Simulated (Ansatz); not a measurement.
# CuH2O (doublet): from Hartree-Fock to the top rungs at distance Cu1–O2 = 4.169 Å, def2-SVP

An exercise on one series of results from a longer session: the logs are not shown, and one member is left open.

The runs use Ansatz 0.2.0, Gaussian basis; def2-SVP, core rule «outside noble gas», up to 10 orbitals frozen.

Plan: UHF; CCSD(T) on ROHF; CCSDT(Q) on ROHF.

2 further runs of the same task are left out: 2 set aside as unsound or not needed. Runs told in other sessions of the task aren't counted.

## The geometry

The geometry derives from a PBE0/def2-TZVP stationary point (not a proven minimum). One bond is set to the value named and the two fragments are kept rigid.

4 atoms, charge 0, spin multiplicity 2.

Atoms are counted from 1 here; the program's logs count them from 0.

Bond lengths: O2–H3 0.962 Å, O2–H4 0.962 Å. Angles: H3–O2–H4 107.8°.

Geometry (Å):

```xyz
4
charge 0, multiplicity 2
Cu    0.00000    0.00000    3.41025
O     0.00000    0.00000   -0.75875
H     0.00000   -0.77701   -1.32575
H     0.00000    0.77701   -1.32575
```

The first run:

Contents of in.yaml:

```yaml
crystal:
  periodic: [false, false, false]
  atoms:
    - {symbol: Cu, position_ang: [0.000000, 0.000000, 3.410251]}
    - {symbol: O, position_ang: [0.000000, 0.000000, -0.758749]}
    - {symbol: H, position_ang: [0.000000, -0.777006, -1.325751]}
    - {symbol: H, position_ang: [0.000000, 0.777006, -1.325751]}
basis:
  gaussian: {orbitals: def2-SVP}
magnetization: {spin_polarized: true, initial_magnetization: 1}
hamiltonian: {xc: hf}
output: {orbitals: {seedname: orbitals}}
```

Command:

```bash
$ ansatz run in.yaml --threads 1 --pin off --events-out ev --progress --plain --max-ram 4096MiB --backend cpu
```

Steps of the session up to this table: UHF; CCSD(T) on ROHF; CCSDT(Q) on ROHF.

One table of the session follows, with a row left open; its other results are not shown here.

It belongs to the step «Misses and costs». 

| method | from RCCSDT(Q) (kJ/mol) |
| --- | --- |
| ROHF | ? |
| UHF | +1247.1 |
| RMP2 | -23.7 |
| RCCSD | +32.2 |
| RCCSD(T) | -5.8 |
| RCCSDT | -4.3 |
| RCCSDT(Q) | 0 |

Estimate the missing values for ROHF.

**Answer.** from RCCSDT(Q) (kJ/mol): +1247.8. In the column «from RCCSDT(Q) (kJ/mol)» it is the highest.
